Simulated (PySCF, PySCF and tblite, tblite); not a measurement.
# C₆H₇NSe: a path driven as rotation about a bond, and NMR exchange, part 2 of 2

PySCF and tblite. Atoms count from 0. The steps go on from the part before.

### Step 9. Barriers, rates and exchange

What the job is given:

```
{"job": {"smiles": "C/C=C\\[Se]/C=C\\C#N", "charge": 0, "mult": 1, "motion": "rotation", "what": "enol ether", "atoms": [4, 3], "drives": [{"terms": [["t", [5, 4, 3, 2], 0.5], ["t", [13, 4, 3, 2], 0.5]], "by": 180, "n": 12}], "study": "path", "level": {"kind": "nmr", "xc": "CAM-B3LYP", "basis": "pcSseg-1"}, "fields": [60, 800, 900], "first": 3, "seed": 667, "kind": "path"}, "charge": 0, "multiplicity": 1}
C      2.959344     0.179572    -0.183682
C      2.048891    -0.957680    -0.487352
C      0.726780    -0.929640    -0.397124
Se    -0.297452     0.589111     0.145460
C     -1.983042    -0.212576    -0.004536
C     -3.145579     0.403450     0.260572
C     -3.217259     1.737815     0.687148
N     -3.274520     2.830598     1.036343
H      3.652333    -0.094126     0.611360
H      3.549025     0.436146    -1.063328
H      2.389048     1.054619     0.128817
H      2.527590    -1.875045    -0.807416
H      0.121461    -1.794638    -0.633420
H     -1.971503    -1.245126    -0.330907
H     -4.089530    -0.114491     0.154004
```

The log of the run:

```text
stationary points (kcal/mol above the start)
  n  kind          group   xTB      DFT    lowest mode
  0  minimum      Cs       0.00     0.00      27.9
  1  saddle       C1       5.82     4.62     -69.7
  2  minimum      C1       0.79     1.00      23.1

GFN2-xTB energies: T/K, barrier G, reaction G (kcal/mol), k forward, k back (1/s)
 150.00     5.76     1.07    2.5e+04   4.55e+05
 200.00     5.83     1.07   3.51e+06    2.6e+07
 250.00     5.91     1.07   7.04e+07   3.01e+08
 298.15     6.00     1.05   4.98e+08   1.48e+09
 350.00     6.10     1.04   2.28e+09   5.06e+09
 400.00     6.20     1.02   6.87e+09   1.23e+10
 500.00     6.41     0.97   3.28e+10   4.34e+10

CAM-B3LYP/pcSseg-1 + D3(BJ) energies: T/K, barrier G, reaction G (kcal/mol), k forward, k back (1/s)
 150.00     4.56     1.28    1.4e+06   5.22e+07
 200.00     4.63     1.28    7.2e+07   9.11e+08
 250.00     4.71     1.28   7.89e+08   5.17e+09
 298.15     4.80     1.27   3.78e+09    1.6e+10
 350.00     4.89     1.25   1.28e+10   3.86e+10
 400.00     5.00     1.23   3.11e+10    7.3e+10
 500.00     5.21     1.18    1.1e+11    1.8e+11
```

Wall time 2.7 min (1 thread of Arm Neoverse V1, shared host); peak memory 1.1 GiB. This counts the whole study up to here.

Barriers by level (kcal/mol; entropies in cal/(mol K)). Zero-point and thermal terms come from xTB in every row. ΔG‡ leaves symmetry out; the rate counts equivalent paths (a factor of 2); effective ΔG‡, where given, is the barrier that would give that rate by Eyring's equation alone:

```csv
level,ΔE‡,with zero-point,ΔH‡,ΔS‡,ΔG‡ (298 K),ΔE of reaction,k at 298 K (1/s),effective ΔG‡
GFN2-xTB,5.82,5.63,5.17,-2.8,6.00,0.79,5e+08,5.59
CAM-B3LYP/pcSseg-1 + D3(BJ),4.62,4.43,3.96,-2.8,4.80,1.01,3.8e+09,4.39
```

Sites that the driver pairs across this motion, and where their lines would merge (no couplings; faster rotations or exchange between molecules can average them sooner):

```csv
nucleus,sites: shielding (ppm),proton frequency (MHz),spread (Hz),coalescence (K),lines at 298 K
⁷⁷Se,Se3: 1312; Se3 (end): 1386,900,12860,not given,–
¹³C,C4: 10.6; C4 (end): 19.4,900,1993,not given,–
¹³C,C2: 46.4; C2 (end): 53.4,900,1583,not given,–
¹³C,C1: 45.5; C1 (end): 40.0,900,1256,not given,–
¹H,H12: 25.97; H12 (end): 24.88,900,975,not given,–
¹H,H11: 25.60; H11 (end): 25.18,900,374,not given,–
¹³C,C5: 80.8; C5 (end): 79.2,900,360,not given,–
¹³C,C6: 64.0; C6 (end): 62.7,900,313,not given,–
```

A dash: the driver gave no coalescence for this row (it judged the minor form too scarce).

Rows that set an atom against itself at the end compare its shielding in the two forms.

### Step 10. Shieldings, start: B97-D/pcSseg-1

What the job is given:

```
{"job": {"kind": "nmr", "xc": "B97-D", "basis": "pcSseg-1", "pop": false}, "charge": 0, "multiplicity": 1}
C      2.959344     0.179572    -0.183682
C      2.048891    -0.957680    -0.487352
C      0.726780    -0.929640    -0.397124
Se    -0.297452     0.589111     0.145460
C     -1.983042    -0.212576    -0.004536
C     -3.145579     0.403450     0.260572
C     -3.217259     1.737815     0.687148
N     -3.274520     2.830598     1.036343
H      3.652333    -0.094126     0.611360
H      3.549025     0.436146    -1.063328
H      2.389048     1.054619     0.128817
H      2.527590    -1.875045    -0.807416
H      0.121461    -1.794638    -0.633420
H     -1.971503    -1.245126    -0.330907
H     -4.089530    -0.114491     0.154004
```

The log of the run:

```text
coarse grid: 60840 points
cycle   1  E = -2689.7198294736  dE = -9.236e-02  |g| = 8.492e-01  |ddm| = 3.922e+00
cycle   2  E = -2689.3577276341  dE =  3.621e-01  |g| = 1.360e+00  |ddm| = 1.903e+00
cycle   3  E = -2689.7076317597  dE = -3.499e-01  |g| = 6.966e-01  |ddm| = 1.768e+00
cycle   4  E = -2689.8175207785  dE = -1.099e-01  |g| = 1.681e-01  |ddm| = 5.464e-01
cycle   5  E = -2689.8231484713  dE = -5.628e-03  |g| = 7.965e-02  |ddm| = 2.819e-01
cycle   6  E = -2689.8249042346  dE = -1.756e-03  |g| = 2.839e-02  |ddm| = 1.213e-01
cycle   7  E = -2689.8250716197  dE = -1.674e-04  |g| = 1.345e-02  |ddm| = 3.277e-02
cycle   8  E = -2689.8251194215  dE = -4.780e-05  |g| = 2.548e-03  |ddm| = 1.397e-02
cycle   9  E = -2689.8251208160  dE = -1.394e-06  |g| = 9.088e-04  |ddm| = 2.748e-03
final grid: 128920 points
cycle  10  E = -2689.8250575937  dE =  5.919e-07  |g| = 1.797e-03  |ddm| = 3.753e-03
cycle  11  E = -2689.8250542086  dE =  3.385e-06  |g| = 3.867e-03  |ddm| = 5.727e-03
cycle  12  E = -2689.8250585041  dE = -4.295e-06  |g| = 3.160e-04  |ddm| = 3.940e-03
cycle  13  E = -2689.8250585302  dE = -2.612e-08  |g| = 8.246e-05  |ddm| = 3.689e-04
cycle  14  E = -2689.8250585322  dE = -1.980e-09  |g| = 1.528e-05  |ddm| = 9.336e-05
cycle  15  E = -2689.8250585322  dE = -5.639e-11  |g| = 1.025e-05  |ddm| = 2.002e-05
converged SCF energy = -2689.8250585322

GIAO shielding tensors (ppm)
atom      isotropic    diamagn.    paramagn.     s11        s22        s33       span
  0 C      159.319     249.796     -90.477    147.059    155.243    175.655     28.596
  1 C       51.943     255.142    -203.199    -50.833     55.119    151.542    202.375
  2 C       49.036     259.038    -210.003    -29.256     74.827    101.535    130.791
  3 Se    1223.756    3002.962   -1779.206    832.243   1387.624   1451.401    619.159
  4 C       21.141     257.660    -236.518    -86.075     24.781    124.718    210.794
  5 C       87.156     251.407    -164.251     -2.313    108.836    154.947    157.260
  6 C       65.007     261.616    -196.609    -44.647    -41.572    281.241    325.888
  7 N      -54.577     341.652    -396.229   -195.473   -164.689    196.432    391.905
  8 H       29.758      28.233       1.524     26.366     27.074     35.834      9.468
  9 H       29.757      28.089       1.668     26.367     27.071     35.832      9.466
 10 H       30.099      33.248      -3.149     24.569     32.212     33.515      8.945
 11 H       25.720      30.773      -5.053     23.498     25.124     28.537      5.039
 12 H       25.906      34.024      -8.118     22.561     25.600     29.557      6.996
 13 H       24.663      32.943      -8.281     21.666     22.831     29.491      7.826
 14 H       26.473      26.084       0.389     23.052     25.878     30.488      7.436
```

It took 41 s on 1 thread of Arm Neoverse V1, shared host; peak memory 0.75 GiB.

Key values: HOMO -5.43 eV, LUMO -2.29 eV; dipole 5.18 D.

### Step 11. Single-point energy, saddle of leg 1: B97-D/pcSseg-1

What the job is given:

```
{"job": {"kind": "sp", "xc": "B97-D", "basis": "pcSseg-1", "pop": false}, "charge": 0, "multiplicity": 1}
C      2.861834     0.105493     0.060437
C      1.784305    -0.484267    -0.779722
C      0.509827    -0.578928    -0.430844
Se    -0.200880     0.042245     1.234412
C     -1.998137    -0.556147     0.901000
C     -2.921536     0.201069     0.313056
C     -2.666382     1.512293    -0.137853
N     -2.472641     2.575200    -0.520854
H      3.652092    -0.624494     0.233991
H      3.305118     0.964635    -0.442397
H      2.458071     0.428615     1.021420
H      2.083949    -0.856791    -1.751305
H     -0.240476    -1.008332    -1.078868
H     -2.226605    -1.558970     1.239447
H     -3.928537    -0.161620     0.138079
```

The log of the run:

```text
coarse grid: 60840 points
cycle   1  E = -2689.7129040657  dE = -1.176e-01  |g| = 8.366e-01  |ddm| = 3.906e+00
cycle   2  E = -2689.3382354459  dE =  3.747e-01  |g| = 1.375e+00  |ddm| = 1.875e+00
cycle   3  E = -2689.6949315641  dE = -3.567e-01  |g| = 7.088e-01  |ddm| = 1.731e+00
cycle   4  E = -2689.8080835920  dE = -1.132e-01  |g| = 1.632e-01  |ddm| = 5.562e-01
cycle   5  E = -2689.8137041842  dE = -5.621e-03  |g| = 6.927e-02  |ddm| = 2.415e-01
cycle   6  E = -2689.8150833891  dE = -1.379e-03  |g| = 2.185e-02  |ddm| = 9.914e-02
cycle   7  E = -2689.8151832777  dE = -9.989e-05  |g| = 9.340e-03  |ddm| = 2.395e-02
cycle   8  E = -2689.8152062130  dE = -2.294e-05  |g| = 3.013e-03  |ddm| = 1.046e-02
cycle   9  E = -2689.8152083488  dE = -2.136e-06  |g| = 8.504e-04  |ddm| = 3.150e-03
final grid: 128920 points
cycle  10  E = -2689.8151552883  dE =  7.008e-07  |g| = 1.902e-03  |ddm| = 3.442e-03
cycle  11  E = -2689.8151494347  dE =  5.854e-06  |g| = 4.974e-03  |ddm| = 6.146e-03
cycle  12  E = -2689.8151561982  dE = -6.763e-06  |g| = 5.029e-04  |ddm| = 4.532e-03
cycle  13  E = -2689.8151562653  dE = -6.715e-08  |g| = 9.646e-05  |ddm| = 5.548e-04
cycle  14  E = -2689.8151562674  dE = -2.045e-09  |g| = 4.098e-05  |ddm| = 1.054e-04
cycle  15  E = -2689.8151562677  dE = -3.929e-10  |g| = 6.825e-06  |ddm| = 3.522e-05
converged SCF energy = -2689.8151562677
```

It took 30 s on 1 thread of Arm Neoverse V1, shared host; peak memory 0.63 GiB.

In short: HOMO -5.19 eV, LUMO -2.84 eV; dipole 3.60 D.

### Step 12. Shieldings, end: B97-D/pcSseg-1

What the job is given:

```
{"job": {"kind": "nmr", "xc": "B97-D", "basis": "pcSseg-1", "pop": false}, "charge": 0, "multiplicity": 1}
C      2.678765     0.178105     0.093263
C      1.581895    -0.093169    -0.873224
C      0.383193    -0.574108    -0.580682
Se    -0.186286    -1.100174     1.163809
C     -1.994024    -0.614326     1.132650
C     -2.657979     0.214112     0.310902
C     -2.125289     0.980070    -0.735145
N     -1.757007     1.659247    -1.586226
H      3.536750    -0.457780    -0.124123
H      3.003818     1.214242     0.008232
H      2.350803    -0.011832     1.115324
H      1.799402     0.132348    -1.909870
H     -0.362348    -0.763181    -1.339146
H     -2.533479    -1.091409     1.942528
H     -3.722579     0.360491     0.457460
```

The log of the run:

```text
coarse grid: 60840 points
cycle   1  E = -2689.7167328915  dE = -8.908e-02  |g| = 8.484e-01  |ddm| = 3.947e+00
cycle   2  E = -2689.3274255007  dE =  3.893e-01  |g| = 1.390e+00  |ddm| = 1.975e+00
cycle   3  E = -2689.7004785275  dE = -3.731e-01  |g| = 6.998e-01  |ddm| = 1.849e+00
cycle   4  E = -2689.8133982648  dE = -1.129e-01  |g| = 1.755e-01  |ddm| = 5.740e-01
cycle   5  E = -2689.8197060057  dE = -6.308e-03  |g| = 7.897e-02  |ddm| = 2.870e-01
cycle   6  E = -2689.8213254913  dE = -1.619e-03  |g| = 3.439e-02  |ddm| = 1.277e-01
cycle   7  E = -2689.8216264930  dE = -3.010e-04  |g| = 1.149e-02  |ddm| = 3.730e-02
cycle   8  E = -2689.8216584397  dE = -3.195e-05  |g| = 3.107e-03  |ddm| = 1.119e-02
cycle   9  E = -2689.8216605907  dE = -2.151e-06  |g| = 1.060e-03  |ddm| = 3.878e-03
final grid: 128920 points
cycle  10  E = -2689.8215512494  dE =  1.207e-06  |g| = 2.314e-03  |ddm| = 5.446e-03
cycle  11  E = -2689.8215443654  dE =  6.884e-06  |g| = 5.186e-03  |ddm| = 9.105e-03
cycle  12  E = -2689.8215528670  dE = -8.502e-06  |g| = 7.142e-04  |ddm| = 6.306e-03
cycle  13  E = -2689.8215529785  dE = -1.116e-07  |g| = 1.615e-04  |ddm| = 6.157e-04
cycle  14  E = -2689.8215529844  dE = -5.848e-09  |g| = 2.559e-05  |ddm| = 1.461e-04
cycle  15  E = -2689.8215529845  dE = -1.287e-10  |g| = 9.796e-06  |ddm| = 2.942e-05
converged SCF energy = -2689.8215529845

GIAO shielding tensors (ppm)
atom      isotropic    diamagn.    paramagn.     s11        s22        s33       span
  0 C      160.108     249.596     -89.488    146.498    157.004    176.821     30.323
  1 C       46.512     256.804    -210.291    -56.137     42.450    153.224    209.361
  2 C       55.386     260.721    -205.335    -29.950     69.703    126.404    156.354
  3 Se    1293.073    3001.926   -1708.853    930.778   1284.862   1663.579    732.800
  4 C       30.455     256.441    -225.986    -92.021     35.181    148.206    240.227
  5 C       85.379     254.333    -168.953     -4.366    104.681    155.823    160.189
  6 C       64.422     262.057    -197.634    -44.416    -41.388    279.071    323.487
  7 N      -55.765     342.606    -398.371   -205.279   -160.977    198.962    404.242
  8 H       29.902      27.711       2.190     26.430     27.162     36.113      9.683
  9 H       29.685      29.561       0.124     26.169     27.105     35.782      9.613
 10 H       29.602      32.413      -2.811     24.337     31.430     33.038      8.700
 11 H       25.313      33.113      -7.800     23.248     24.596     28.096      4.848
 12 H       24.754      36.061     -11.307     21.724     24.789     27.748      6.024
 13 H       24.954      29.390      -4.436     22.380     23.041     29.441      7.062
 14 H       26.314      25.674       0.639     22.691     25.969     30.281      7.590
```

It took 44 s on 1 thread of Arm Neoverse V1, shared host; peak memory 0.75 GiB.

In short: HOMO -5.47 eV, LUMO -2.33 eV; dipole 2.93 D.

### Step 13. Second level: B97-D/pcSseg-1 + D3(BJ)

What the job is given:

```
{"job": {"smiles": "C/C=C\\[Se]/C=C\\C#N", "charge": 0, "mult": 1, "motion": "rotation", "what": "enol ether", "atoms": [4, 3], "drives": [{"terms": [["t", [5, 4, 3, 2], 0.5], ["t", [13, 4, 3, 2], 0.5]], "by": 180, "n": 12}], "study": "path", "level": {"kind": "nmr", "xc": "B97-D", "basis": "pcSseg-1", "wide": true}, "fields": [60, 800, 900], "first": 3, "seed": 667, "kind": "pathvar"}, "charge": 0, "multiplicity": 1}
C      2.959344     0.179572    -0.183682
C      2.048891    -0.957680    -0.487352
C      0.726780    -0.929640    -0.397124
Se    -0.297452     0.589111     0.145460
C     -1.983042    -0.212576    -0.004536
C     -3.145579     0.403450     0.260572
C     -3.217259     1.737815     0.687148
N     -3.274520     2.830598     1.036343
H      3.652333    -0.094126     0.611360
H      3.549025     0.436146    -1.063328
H      2.389048     1.054619     0.128817
H      2.527590    -1.875045    -0.807416
H      0.121461    -1.794638    -0.633420
H     -1.971503    -1.245126    -0.330907
H     -4.089530    -0.114491     0.154004
```

The log of the run:

```text
stationary points (kcal/mol above the start)
  n  kind          group   xTB      DFT    lowest mode
  0  minimum      Cs       0.00     0.00      27.9
  1  saddle       C1       5.82     5.81     -69.7
  2  minimum      C1       0.79     0.62      23.1

GFN2-xTB energies: T/K, barrier G, reaction G (kcal/mol), k forward, k back (1/s)
 150.00     5.76     1.07    2.5e+04   4.55e+05
 200.00     5.83     1.07   3.51e+06    2.6e+07
 250.00     5.91     1.07   7.04e+07   3.01e+08
 298.15     6.00     1.05   4.98e+08   1.48e+09
 350.00     6.10     1.04   2.28e+09   5.06e+09
 400.00     6.20     1.02   6.87e+09   1.23e+10
 500.00     6.41     0.97   3.28e+10   4.34e+10

CAM-B3LYP/pcSseg-1 + D3(BJ) energies: T/K, barrier G, reaction G (kcal/mol), k forward, k back (1/s)
 150.00     4.56     1.28    1.4e+06   5.22e+07
 200.00     4.63     1.28    7.2e+07   9.11e+08
 250.00     4.71     1.28   7.89e+08   5.17e+09
 298.15     4.80     1.27   3.78e+09    1.6e+10
 350.00     4.89     1.25   1.28e+10   3.86e+10
 400.00     5.00     1.23   3.11e+10    7.3e+10
 500.00     5.21     1.18    1.1e+11    1.8e+11

B97-D/pcSseg-1 + D3(BJ) energies: T/K, barrier G, reaction G (kcal/mol), k forward, k back (1/s)
 150.00     5.76     0.90   2.57e+04   2.64e+05
 200.00     5.83     0.90   3.58e+06   1.73e+07
 250.00     5.91     0.90   7.15e+07   2.17e+08
 298.15     5.99     0.88   5.05e+08   1.12e+09
 350.00     6.09     0.87    2.3e+09   4.01e+09
 400.00     6.19     0.85   6.93e+09   1.01e+10
 500.00     6.40     0.80   3.31e+10   3.68e+10
```

It took 4.6 min on 1 thread of Arm Neoverse V1, shared host; peak memory 1.1 GiB. This counts the runs that the step sums up.

Barriers by level (kcal/mol; entropies in cal/(mol K)). Zero-point and thermal terms come from xTB in every row. ΔG‡ leaves symmetry out; the rate counts equivalent paths (a factor of 2); effective ΔG‡, where given, is the barrier that would give that rate by Eyring's equation alone:

```csv
level,ΔE‡,with zero-point,ΔH‡,ΔS‡,ΔG‡ (298 K),ΔE of reaction,k at 298 K (1/s),effective ΔG‡
GFN2-xTB,5.82,5.63,5.17,-2.8,6.00,0.79,5e+08,5.59
CAM-B3LYP/pcSseg-1 + D3(BJ),4.62,4.43,3.96,-2.8,4.80,1.01,3.8e+09,4.39
B97-D/pcSseg-1 + D3(BJ),5.81,5.62,5.16,-2.8,5.99,0.62,5e+08,5.58
```

### Step 14. What came out

The summary covers parts 1 to 2.

| quantity | value |
| --- | --- |
| barrier (CAM-B3LYP/pcSseg-1 + D3(BJ)) | ΔE‡ 4.6, ΔG‡(298 K) 4.8 kcal/mol |
| barrier (GFN2-xTB) | ΔE‡ 5.8 kcal/mol |
| rate at 298 K | 3.8e+09 s⁻¹ |
| end of the path | 1.0 kcal/mol from the start |

The barrier is 4.6 kcal/mol at the DFT level (xTB: 5.8); with thermal terms and the count of paths the DFT value gives a rate of 3.8e+09 s⁻¹ at 298 K. An error of 1.4 kcal/mol changes that rate tenfold. B97-D/pcSseg-1 + D3(BJ) moves the barrier from 4.6 to 5.8 kcal/mol.
